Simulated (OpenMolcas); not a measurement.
# Ru⁴⁺ among point charges: CASSCF and CASPT2 levels and susceptibility, part 1 of 2

Aim: the splitting of the states of Ru⁴⁺ in the field of 4 point charges, its lowest levels with spin-orbit coupling and its magnetic susceptibility.

Program: OpenMolcas 26.06. Level of theory: state-averaged CASSCF and CASPT2, spin-orbit coupling by RASSI with atomic mean-field integrals. These are calculated values, not measurements, unless marked.

### 1 The system

| Property | Result |
| --- | --- |
| Species | Ru⁴⁺ (ruthenium, Z = 44, 40 electrons) |
| Basis | ANO-RCC-VTZP [7s6p4d2f1g], 68 functions |
| Scalar Hamiltonian | DKH2, point nucleus |
| Inactive shells | 1s 2s 2p 3s 3p 3d 4s 4p |
| Active space | 4 electrons in 5 orbitals (4d) |
| Some configurations of this space | 4d4 |
| Orbitals | optimised for each spin and parity, averaged over all roots |

The outer shells:

4d4
```
4d [↑ ][↑ ][↑ ][↑ ][  ]
```

The ion sits among 4 point charges of -1.5 e arranged as a square (D4h), 1.79 Å from the ion.

The work runs as a chain of OpenMolcas steps in one folder; each step below is one input file. Labels, J, g values, rates, χT and fits are worked out afterwards by a script from the matrices that RASSI stores. The input lists half of the charges; inversion (Group=XYZ) makes the rest.

### 2 One- and two-electron integrals

Input file a.inp:

```
&GATEWAY
Coord
1

Ru 0.0 0.0 0.0
Basis=ANO-RCC-VTZP
Group=XYZ
NoMove
AngMom=0.0 0.0 0.0
AMFI
XField
2 Angstrom 0
1.790000 0.000000 0.000000 -1.500000
0.000000 1.790000 0.000000 -1.500000
&SEWARD
```

Started as:

```bash
OMP_NUM_THREADS=1 MOLCAS_MEM=1689 MOLCAS_PROJECT=a pymolcas a.inp > a.log
```

The log of the run:

```text
Basis set label: RU.ANO-RCC...7S6P4D2F1G.

      Electronic valence basis set:
      ------------------
      Associated Effective Charge  44.000000 au
      Associated Actual Charge     44.000000 au
      Nuclear Model: Point charge

      Shell  nPrim  nBasis  Cartesian Spherical Contaminant
         s      21       7        X
         p      18       6        X
         d      13       4                 X
         f       6       2                 X
         g       4       1                 X
                  Relativistic Douglas-Kroll-Hess integrals:
                    - DKH order of Hamiltonian: 2
                    - DKH order of Properties : 0
                  Atomic mean-field integrals
```

### 3 Reference wave functions, quintets of even parity, 5 roots

Input file a.inp:

```
&RASSCF
FileOrb=start.orb
Symmetry=1
Spin=5
nActEl=4 0 0
Inactive=9 9
Ras2=5 0
CIRoot=5 5 1
SDav=5
CIMx=300
Iter=120 100
PrWF=0.3
OrbListing=Nothing
MaxOrb=0
>>> COPY $Project.JobIph JOB001
```

start.orb holds the contracted functions of the basis, ordered by shell, or the orbitals of the step before.

The log of the run, shortened:

```text
[...]
      Number of active orbitals                  5
[...]
      Spin quantum number                      2.0
[...]
      Active orbitals                            5   0
[...]
      Number of CSFs                             5
      Number of root(s) required                 5
[...]
      Convergence after  8 iterations
[...]
      Natural orbitals and occupation numbers for root  1
      sym 1:   1.000000   0.000000   1.000000   1.000000   1.000000
      Natural orbitals and occupation numbers for root  2
      sym 1:   0.000000   1.000000   1.000000   1.000000   1.000000
      Natural orbitals and occupation numbers for root  3
      sym 1:   1.000000   1.000000   1.000000   0.000000   1.000000
::    RASSCF root number  1 Total energy:  -4531.12255189
::    RASSCF root number  2 Total energy:  -4531.08226743
::    RASSCF root number  3 Total energy:  -4531.02727977
::    RASSCF root number  4 Total energy:  -4531.02727977
::    RASSCF root number  5 Total energy:  -4531.01370293
```

### 4 CASSCF: triplets of even parity, 45 roots

Input file a.inp:

```
&RASSCF
FileOrb=start.orb
Symmetry=1
Spin=3
nActEl=4 0 0
Inactive=9 9
Ras2=5 0
CIRoot=45 45 1
SDav=45
CIMx=300
Iter=120 100
PrWF=0.3
OrbListing=Nothing
MaxOrb=0
>>> COPY $Project.JobIph JOB002
```

Started as:

```bash
OMP_NUM_THREADS=1 MOLCAS_MEM=1689 MOLCAS_PROJECT=a pymolcas a.inp > a.log
```

The log of the run, shortened:

```text
[...]
      Number of active orbitals                  5
[...]
      Spin quantum number                      1.0
[...]
      Active orbitals                            5   0
[...]
      Number of CSFs                            45
      Number of root(s) required                45
[...]
      Convergence after  7 iterations
[...]
      Natural orbitals and occupation numbers for root  1
      sym 1:   0.763714   0.957850   1.048319   1.186504   0.043613
      Natural orbitals and occupation numbers for root  2
      sym 1:   0.763714   1.186504   1.048319   0.957850   0.043613
      Natural orbitals and occupation numbers for root  3
      sym 1:   0.739615   0.988547   1.247617   0.988547   0.035674
::    RASSCF root number  1 Total energy:  -4531.02707184
::    RASSCF root number  2 Total energy:  -4531.02707184
::    RASSCF root number  3 Total energy:  -4531.02657893
[...]
::    RASSCF root number 27 Total energy:  -4530.92369626
::    RASSCF root number 28 Total energy:  -4530.91436972
::    RASSCF root number 29 Total energy:  -4530.90968845
::    RASSCF root number 30 Total energy:  -4530.90968845
```

### 5 CASSCF: singlets of even parity, 50 roots

Input file a.inp:

```
&RASSCF
FileOrb=start.orb
Symmetry=1
Spin=1
nActEl=4 0 0
Inactive=9 9
Ras2=5 0
CIRoot=50 50 1
SDav=50
CIMx=300
Iter=120 100
PrWF=0.3
OrbListing=Nothing
MaxOrb=0
>>> COPY $Project.JobIph JOB003
```

Started as:

```bash
OMP_NUM_THREADS=1 MOLCAS_MEM=1689 MOLCAS_PROJECT=a pymolcas a.inp > a.log
```

The log of the run, shortened:

```text
[...]
      Number of active orbitals                  5
[...]
      Spin quantum number                      0.0
[...]
      Active orbitals                            5   0
[...]
      Number of CSFs                            50
      Number of root(s) required                50
[...]
      Convergence after  7 iterations
[...]
      Natural orbitals and occupation numbers for root  1
      sym 1:   1.514703   0.547632   1.514703   0.350722   0.072240
      Natural orbitals and occupation numbers for root  2
      sym 1:   1.575118   0.965117   1.030645   0.381957   0.047163
      Natural orbitals and occupation numbers for root  3
      sym 1:   0.965117   1.030645   1.575118   0.381957   0.047163
::    RASSCF root number  1 Total energy:  -4530.99253804
::    RASSCF root number  2 Total energy:  -4530.98999864
::    RASSCF root number  3 Total energy:  -4530.98999864
[...]
::    RASSCF root number 27 Total energy:  -4530.88211492
::    RASSCF root number 28 Total energy:  -4530.87385771
::    RASSCF root number 29 Total energy:  -4530.86554171
::    RASSCF root number 30 Total energy:  -4530.86554171
```

### 6 State interaction with spin-orbit coupling

Input file a.inp:

```
&RASSI
NrOfJobIphs=3 5 45 50
1 2 3 4 5
1 2 3 4 5 6 7 8 9 10 11 12 13 14 15 16 17 18 19 20 21 22 23 24 25 26 27
28 29 30 31 32 33 34 35 36 37 38 39 40 41 42 43 44 45
1 2 3 4 5 6 7 8 9 10 11 12 13 14 15 16 17 18 19 20 21 22 23 24 25 26 27
28 29 30 31 32 33 34 35 36 37 38 39 40 41 42 43 44 45 46 47 48 49 50
IphNames
JOB001
JOB002
JOB003
EJob
SpinOrbit
DIPRint=1.0
SOCoupling=1000.0
Subsets=2
Property=9
'ANGMOM' 1 'ANGMOM' 2 'ANGMOM' 3 'MLTPL  1' 1 'MLTPL  1' 2 'MLTPL  1' 3
'AMFI' 1 'AMFI' 2 'AMFI' 3
SOProperty=3
'ANGMOM' 1 'ANGMOM' 2 'ANGMOM' 3
```

Started as:

```bash
OMP_NUM_THREADS=1 MOLCAS_MEM=1689 MOLCAS_PROJECT=a pymolcas a.inp > a.log
```

The log of the run, shortened:

```text
SPIN-FREE ENERGIES:
  (Shifted by EMIN (a.u.) =      -4531.1225518882)
 SF State       Relative EMIN(au)   Rel lowest level(eV)    D:o, cm**(-1)      L_eff
     1             0.0000000000        0.0000000000              0.0000         2.0
     2             0.0402844602        1.0961960049           8841.4170         2.0
     3             0.0952721150        2.5924863197          20909.8123         2.0
     4             0.0952721150        2.5924863197          20909.8123         2.0
     6             0.0954800530        2.5981446016          20955.4494         4.4
     7             0.0954800530        2.5981446016          20955.4494         4.4
     8             0.0959729562        2.6115571807          21063.6292         4.3
     9             0.0972240646        2.6456015734          21338.2157         4.6
    10             0.1034605616        2.8153053037          22706.9686         3.2
    11             0.1034605616        2.8153053037          22706.9686         3.2
[...]
Eigenvalues of complex Hamiltonian:
   -----------------------------------
  (Shifted by EMIN (a.u.) =      -4531.1225518882)
 SO State       Relative EMIN(au)   Rel lowest level(eV)    D:o, cm**(-1)     J-value
     1            -0.0021738589        0.0000000000              0.0000         1.5
     2            -0.0021480871        0.0007012848              5.6562         1.5
     3            -0.0012283826        0.0257277210            207.5081         2.1
     4            -0.0012283826        0.0257277209            207.5081         2.1
     5            -0.0009134723        0.0342968655            276.6229         2.3
     6             0.0389666767        1.1194910040           9029.3039         2.3
     7             0.0392128017        1.1261884060           9083.3221         2.1
     8             0.0392128017        1.1261884061           9083.3221         2.1
     9             0.0399155658        1.1453115926           9237.5610         1.5
    10             0.0399447683        1.1461062326           9243.9702         1.5
    11             0.0887201607        2.4733522730          19948.9314         2.0
[...]
```

These steps took 22 s in all on 1 thread, shared host.

Spin-free states, with their symmetry labels:

| state | degeneracy | E (cm-1) | free-ion L (%) |
| --- | --- | --- | --- |
| 5B1 | 1 | 0 | D (100) |
| 5B2 | 1 | 8841 | D (100) |
| 5E | 2 | 20910 | D (100) |
| 3E | 2 | 20955 | H (60) |
| 3A2 | 1 | 21064 | H (61) |
| 3B1 | 1 | 21338 | H (66) |
| 3E | 2 | 22707 | G (27) |
| 3A1 | 1 | 23809 | G (50) |
| 5A1 | 1 | 23890 | D (100) |
| 3A2 | 1 | 25080 | P (39) |
| 3B1 | 1 | 25788 | F (49) |
| 3E | 2 | 28454 | F (52) |
| 1A1 | 1 | 28535 | I (80) |
| 1E | 2 | 29092 | I (81) |
| 1B1 | 1 | 29954 | I (82) |
| 3B2 | 1 | 29983 | H (48) |
| 3E | 2 | 30553 | H (55) |
| 3B2 | 1 | 30935 | F (53) |
| 3A2 | 1 | 32102 | P (53) |
| 1A1 | 1 | 32232 | D (41) |
| 1B2 | 1 | 33114 | I (43) |
| 3A1 | 1 | 33856 | G (58) |
| 1E | 2 | 34694 | I (37) |
| 1A2 | 1 | 35188 | G (68) |

With spin-orbit coupling:

```tsv
E (cm-1)	Degeneracy	Label	2S+1	g
0.0	1	A1	5	
5.7	1	A2	5	
207.5	2	E	5	0.00 0.00 3.37
276.6	1	B1	5	
9029	1	B2	5	
9083	2	E	5	0.00 0.00 4.61
9238	1	A1	5	
9244	1	A2	5	
19949	2	E	5	0.00 0.00 4.70
19955	1	A1	5	
20287	1	B2	3	
20690	1	A2	5	
20715	2	E	5	0.00 0.00 2.06
20742	1	B1	3	
20901	1	A1	3	
20977	1	B2	5	
21027	2	E	3	0.00 0.00 0.98
21044	1	B1	5	
21205	2	E	3	0.00 0.00 1.57
21316	1	A1	3	
21454	2	E	3	0.00 0.00 3.94
21656	1	A2	3	
21906	1	B2	3	
21961	2	E	5	0.00 0.00 5.98
```

The table of states holds 24 of 76 computed; the rest, higher up, is left out. Principal g values are given for doublets only; a zero marks a field direction without first-order Zeeman splitting.

Powder χT (cm³ K/mol): 0.70 at 2 K, 1.22 at 5 K, 1.43 at 10 K, 1.55 at 20 K, 1.76 at 50 K, 2.05 at 100 K, 2.24 at 150 K, 2.36 at 200 K, 2.44 at 250 K, 2.49 at 300 K.

(Continued in part 2 of 2.)
